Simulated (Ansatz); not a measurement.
# CH6BOP: rigid scan of one bond length in Python

How does the energy of CH6BOP change as one bond is stretched? Aim: a rigid scan of one bond length, for CH6BOP, run from a script. SMILES: COBP.

All numbers are computed with Ansatz 0.2.0 through its Python package. Level of theory: r2SCAN/cc-pVDZ.

## 1. The structure

Bond lengths: C1–O2 1.408 Å, O2–B3 1.472 Å, B3–P4 1.931 Å, C1–H5 1.115 Å, C1–H6 1.115 Å, C1–H7 1.109 Å, B3–H8 1.182 Å, P4–H9 1.453 Å, P4–H10 1.453 Å. Angles: C1–O2–B3 108.5°, O2–C1–H5 111.7°, O2–C1–H6 111.6°, O2–C1–H7 108.4°, H5–C1–H6 110.7°, H5–C1–H7 107.1°, H6–C1–H7 107.1°, O2–B3–P4 120.3°, O2–B3–H8 119.9°, P4–B3–H8 119.7°, B3–P4–H9 94.3°, B3–P4–H10 93.6°, H9–P4–H10 94.8°.

No structure file is read: the coordinates are typed or built in the script.

## 2. Script

scan_ch6bop.py

```python
# -*- coding: utf-8 -*-
"""Stretching a bond of CH6BOP, the rest held rigid."""

import ansatz as az
import matplotlib.pyplot as plt
import numpy as np

geometry_ang = [
    ("C", (-1.3478, -0.1258, -0.4738)),
    ("O", (-0.7643, -0.5936, 0.7188)),
    ("B", (0.3927, 0.2588, 1.0385)),
    ("P", (2.1622, -0.238, 0.4465)),
    ("H", (-0.6429, -0.1999, -1.3343)),
    ("H", (-1.7284, 0.9164, -0.3642)),
    ("H", (-2.2205, -0.7684, -0.7113)),
    ("H", (0.2482, 1.2225, 1.7066)),
    ("H", (1.6885, -1.2715, -0.4581)),
    ("H", (2.2123, 0.7997, -0.5687)),
]
geometry = az.Crystal.molecule()
for symbol, xyz in geometry_ang:
    geometry = geometry.atom(symbol, xyz)

symbols = [site.symbol for site in geometry.cartesian_sites]
start = np.array([site.position_ang for site in geometry.cartesian_sites])
axis = (start[6] - start[0]) / np.linalg.norm(start[6] - start[0])
moving = [6]
lengths, energies = [0.94, 1.02, 1.11, 1.22, 1.39, 1.66, 2.0, 2.44], []
for length in lengths:
    xyz = start.copy()
    xyz[moving] += (length - np.linalg.norm(start[6] - start[0])) * axis
    point = az.Crystal.molecule()
    for symbol, place in zip(symbols, xyz):
        point = point.atom(symbol, place.tolist())
    model = (
        point.calculation()
        .basis(gaussian="cc-pVDZ")
        .functional("r2SCAN")
    )
    r = model.run().report
    energies.append(r["free_energy_ev"])
    print(f"r = {length:6.3f} A  E = {energies[-1]:.5f} eV  <S^2> = {abs(r['mean_field']['state']['spin_squared']):.3f}")

print("energy above the lowest point (eV):", [round(e - min(energies), 3) for e in energies])
plt.figure(figsize=(4.5, 3))
plt.plot(lengths, np.array(energies) - min(energies), "o-")
plt.xlabel("bond length (A)")
plt.ylabel("E - E(min) (eV)")
plt.tight_layout()
plt.savefig("scan.png", dpi=100)
```

## 3. The calls as engine input

The package turns the script's settings into the engine's input (first run):

```yaml
crystal:
  periodic: [false, false, false]
  atoms:
    - { symbol: C, position_ang: [-1.3478, -0.1258, -0.4738] }
    - { symbol: O, position_ang: [-0.7643, -0.5936, 0.7188] }
    - { symbol: B, position_ang: [0.3927, 0.2588, 1.0385] }
    - { symbol: P, position_ang: [2.1622, -0.238, 0.4465] }
    - { symbol: H, position_ang: [-0.6429, -0.1999, -1.3343] }
    - { symbol: H, position_ang: [-1.7284, 0.9164, -0.3642] }
    - { symbol: H, position_ang: [-2.087189494944562, -0.6702387412070306, -0.6750203564218329] }
    - { symbol: H, position_ang: [0.2482, 1.2225, 1.7066] }
    - { symbol: H, position_ang: [1.6885, -1.2715, -0.4581] }
    - { symbol: H, position_ang: [2.2123, 0.7997, -0.5687] }
basis:
  gaussian:
    orbitals: cc-pVDZ
hamiltonian:
  xc: r2scan
```

## 4. The run

On the command line:

```console
> python scan_ch6bop.py
```

Log:

```text
r =  0.940 A  E = -13143.27719 eV  <S^2> = 0.000
r =  1.020 A  E = -13143.74702 eV  <S^2> = 0.000
r =  1.110 A  E = -13143.87490 eV  <S^2> = 0.000
r =  1.220 A  E = -13143.69237 eV  <S^2> = 0.000
r =  1.390 A  E = -13143.06359 eV  <S^2> = 0.000
r =  1.660 A  E = -13141.85612 eV  <S^2> = 0.000
r =  2.000 A  E = -13140.51375 eV  <S^2> = 0.000
r =  2.440 A  E = -13139.25944 eV  <S^2> = 0.000
energy above the lowest point (eV): [0.598, 0.128, 0.0, 0.183, 0.811, 2.019, 3.361, 4.615]
```

It took 39 s on 1 thread of Arm Neoverse V2, shared host; peak memory 0.25 GiB.

## 5. Inputs of later runs

The engine's inputs for some of the other runs:

Run 5, against run 1:

```diff
@@ -10 +10 @@
-    - { symbol: H, position_ang: [-2.087189494944562, -0.6702387412070306, -0.6750203564218329] }
+    - { symbol: H, position_ang: [-2.441152551035044, -0.9308743088061411, -0.7713492504535614] }
```

Run 6, against run 1:

```diff
@@ -10 +10 @@
-    - { symbol: H, position_ang: [-2.087189494944562, -0.6702387412070306, -0.6750203564218329] }
+    - { symbol: H, position_ang: [-2.653530384689333, -1.0872556493656074, -0.8291465868725985] }
```

Run 7, against run 1:

```diff
@@ -10 +10 @@
-    - { symbol: H, position_ang: [-2.087189494944562, -0.6702387412070306, -0.6750203564218329] }
+    - { symbol: H, position_ang: [-2.9209691381799194, -1.2841803004404908, -0.9019284179187934] }
```

## 6. What each run gave

One row for each of the 8 runs:

| run | distance (Å) | energy from run 3 (eV) | SCF cycles | CPU time (s) |
| --- | --- | --- | --- | --- |
| 1 | 0.94 | 0.5977 | 17 | 4.8 |
| 2 | 1.02 | 0.1279 | 17 | 4.8 |
| 3 | 1.11 | 0.0000 | 17 | 4.8 |
| 4 | 1.22 | 0.1825 | 17 | 4.7 |
| 5 | 1.39 | 0.8113 | 18 | 4.8 |
| 6 | 1.66 | 2.0188 | 17 | 4.4 |
| 7 | 2.00 | 3.3612 | 18 | 4.8 |
| 8 | 2.44 | 4.6155 | 19 | 4.5 |

## 7. Results

```
                  quantity     value
             runs compared         8
           range of energy  4.615 eV
lowest point, distance (Å)      1.11
```

The lowest point, at 1.11, lies inside the range. The ends stand 0.598 and 4.62 eV above it. The distance scanned is the script's pair 0, 6. Reading the output:
- The rest of the molecule is held rigid at a force-field or estimated start geometry, and the basis set is modest; single-reference methods fail as a bond breaks.
- The orbitals are restricted, so S² is zero by construction.
- Toward dissociation an unrestricted state lies under the restricted one, by 1 to 2 eV or more.
